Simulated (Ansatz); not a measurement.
# F4Ni: the cost of one run

Method: DFT unrestricted B3LYP, scalar-relativistic (X2C), Gaussian basis x2c-TZVPPall, and further levels as typed in the inputs, in Ansatz 0.2.0.

### Step 1. The system as given

Bond lengths: Ni1–F2 1.713 Å, Ni1–F3 1.718 Å, Ni1–F4 1.722 Å, Ni1–F5 1.731 Å. Angles: F2–Ni1–F3 179.1°, F2–Ni1–F4 90.2°, F2–Ni1–F5 90.3°, F3–Ni1–F4 89.8°, F3–Ni1–F5 89.7°, F4–Ni1–F5 178.7°.

Structure file:

```xyz
5

Ni   -0.0042    0.0071    0.0192
F     1.7086    0.0072    0.0047
F    -1.7223    0.0088    0.0081
F    -0.0095    1.7287   -0.0063
F    -0.0144   -1.7235    0.0098
```

### Step 2. Relaxing the atoms: F4Ni

Contents of input.yaml:

```yaml
relax:
  f_tol: 0.001
  max_steps: 200
crystal:
  periodic: [false, false, false]
  atoms:
    - { symbol: Ni, position_ang: [-0.004175, 0.00706, 0.01916] }
    - { symbol: F, position_ang: [1.708582, 0.007191, 0.004671] }
    - { symbol: F, position_ang: [-1.722333, 0.00882, 0.008088] }
    - { symbol: F, position_ang: [-0.009472, 1.72871, -0.006309] }
    - { symbol: F, position_ang: [-0.014384, -1.723478, 0.009849] }
basis:
  gaussian: { orbitals: x2c-TZVPPall }
hamiltonian:
  xc: { name: B3LYP }
magnetization:
  spin_polarized: true
output:
  orbitals: {}
```

Started as:

```sh
$ ansatz run input.yaml --threads 4 --pin off --max-ram 8192MiB --backend cpu --events-out ev --progress --plain --runs-dir out
```

**Question.** How long does this run take on 4 threads of Arm Neoverse V1, shared host, and how much memory does it need?

About 3.2 min, with a peak of 0.93 GiB.
